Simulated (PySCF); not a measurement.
Runs of PySCF 2.14.0 on C3OH2. The cell holds a molecule in a box, 6 atoms: a = 11.000 Å, b = 13.000 Å, c = 13.000 Å, α = 90.00°, β = 90.00°, γ = 90.00°. 

```csv
task,level,frozen core bands,conv_tol,exxdiv,three-centre integrals,three-body dispersion term,gap on the mesh (eV)
MP2 correlation energy,HF,4,1e-08 Ha,ewald,read from an earlier run's file,-,13.82
atomic charges,revPBE+D3,-,1e-07 Ha,-,read from an earlier run's file,no,3.33
atomic charges,SCAN,-,1e-07 Ha,-,read from an earlier run's file,-,(a)
excitation energies (Tamm-Dancoff),PBE0,4,1e-08 Ha,ewald,read from an earlier run's file,-,(b)
CCSD(T) correlation energy,HF,4,1e-08 Ha,ewald,read from an earlier run's file,-,13.82
atomic charges,wB97X,-,1e-07 Ha,ewald,read from an earlier run's file,-,10.98
atomic charges,PBE,-,1e-07 Ha,-,-,-,3.29
atomic charges,BLYP,-,1e-07 Ha,-,read from an earlier run's file,-,3.36
```

Alike in all rows: potentials or basis 6-31g* (all-electron); no spin polarisation; cell as given; k mesh 1 × 1 × 1; smearing fixed.

**Question.** Fill in the values left out.

**Answer.** (a) 3.88; (b) 6.13.

Caveats: this is a molecule in a periodic box at the Γ point, so its band gap is the HOMO-LUMO gap; the basis of atomic orbitals isn't converged, which shifts pressures, moduli and gaps; the basis is small and the box finite, so much correlation energy is missing and levels can be off by tenths of an eV (some runs); the iterative solver can pass over a root and still report convergence (some runs).

